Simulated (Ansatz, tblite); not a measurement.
# The cluster B₇N₇: competing shapes

One table from this session's results is given with a row withheld; the runs are named, their logs left out.

Method: relaxed with PBE-D4/def2-SVP, singlet; program: Ansatz 0.2.0, Gaussian basis.

1 further run of the same task is left out (it didn't finish).

## The starting structure

14 atoms, charge 0, spin multiplicity 1.

Atoms are counted from 1 here; the program's logs count them from 0.

Bond lengths: B1–N8 1.318 Å, B1–N13 1.319 Å, B2–N10 1.319 Å, B2–N11 1.319 Å, B3–N9 1.319 Å, B3–N10 1.319 Å, B4–N11 1.319 Å, B4–N13 1.318 Å, B5–N8 1.319 Å, B5–N14 1.319 Å, B6–N12 1.319 Å, B6–N14 1.319 Å, B7–N9 1.318 Å, B7–N12 1.319 Å. Angles: N8–B1–N13 176.0°, N10–B2–N11 176.0°, N9–B3–N10 176.2°, N11–B4–N13 175.9°, N8–B5–N14 176.0°, N12–B6–N14 175.9°, N9–B7–N12 176.0°, B1–N8–B5 132.7°, B3–N9–B7 132.5°, B2–N10–B3 132.7°, B2–N11–B4 132.5°, B6–N12–B7 132.5°, B1–N13–B4 132.6°, B5–N14–B6 132.6°.

As a file:

```xyz
14
charge 0, multiplicity 1
B     2.77506   -0.17011   -0.03604
B    -0.78082   -2.66707   -0.12607
B    -2.57182   -1.04890   -0.03689
B     1.60106   -2.27785   -0.12451
B     1.86147    2.06290    0.08559
B    -0.45471    2.74428    0.14851
B    -2.42891    1.35735    0.08922
N     2.80759    1.14642    0.02629
N    -3.03033    0.18569    0.02745
N    -2.03151   -2.25005   -0.09954
N     0.49581   -2.99655   -0.14921
N    -1.74755    2.48468    0.14811
N     2.65139   -1.48154   -0.09610
N     0.85327    2.91075    0.14319
```

A search from random starts with GFN1-xTB found 18 distinct shapes; 2 go on here. The structure above is candidate A, which lies 0.00 eV above the lowest at that level; B lies 4.05 eV above the lowest at that level.

Set-up of the first run:

Input file in.yaml:

```yaml
crystal:
  periodic: [false, false, false]
  atoms:
    - {symbol: B, position_ang: [2.775060, -0.170110, -0.036040]}
    - {symbol: B, position_ang: [-0.780820, -2.667070, -0.126070]}
    - {symbol: B, position_ang: [-2.571820, -1.048900, -0.036890]}
    - {symbol: B, position_ang: [1.601060, -2.277850, -0.124510]}
    - {symbol: B, position_ang: [1.861470, 2.062900, 0.085590]}
    - {symbol: B, position_ang: [-0.454710, 2.744280, 0.148510]}
    - {symbol: B, position_ang: [-2.428910, 1.357350, 0.089220]}
    - {symbol: N, position_ang: [2.807590, 1.146420, 0.026290]}
    - {symbol: N, position_ang: [-3.030330, 0.185690, 0.027450]}
    - {symbol: N, position_ang: [-2.031510, -2.250050, -0.099540]}
    - {symbol: N, position_ang: [0.495810, -2.996550, -0.149210]}
    - {symbol: N, position_ang: [-1.747550, 2.484680, 0.148110]}
    - {symbol: N, position_ang: [2.651390, -1.481540, -0.096100]}
    - {symbol: N, position_ang: [0.853270, 2.910750, 0.143190]}
basis:
  gaussian: {orbitals: def2-SVP}
hamiltonian: {xc: pbe, dispersion: d4}
scf: {lower_state_search: "off"}
output: {orbitals: {seedname: orbitals}}
relax: {f_tol: 0.03, max_steps: 70}
```

Run with:

```bash
$ ansatz run in.yaml --threads 4 --pin off --events-out ev --progress --plain --max-ram 6963MiB
```

Steps of the session up to this table: Relaxing candidate A; Relaxing candidate B; Candidate B, PBE0-D4/def2-TZVP; Candidate B, PBE-D4/def2-TZVP; Candidate B, r2SCAN-D4/def2-TZVP.

One table of the session follows, with a row left open; its other results are not shown here.

It belongs to the step «B against A». 

| level | B above A (eV) |
| --- | --- |
| GFN1-xTB | +4.416 |
| GFN2-xTB | ? |
| PBE-D4/def2-TZVP | +5.995 |
| r2SCAN-D4/def2-TZVP | +6.645 |
| PBE0-D4/def2-TZVP | +6.817 |

**Question.** Estimate the row for GFN2-xTB.

As computed: B above A (eV): +4.303. In the column «B above A (eV)» it is the lowest.

Limits of these values: A random search of this size may have missed the true lowest shape. Only singlets are compared; another spin may lie lower and prefer another shape.
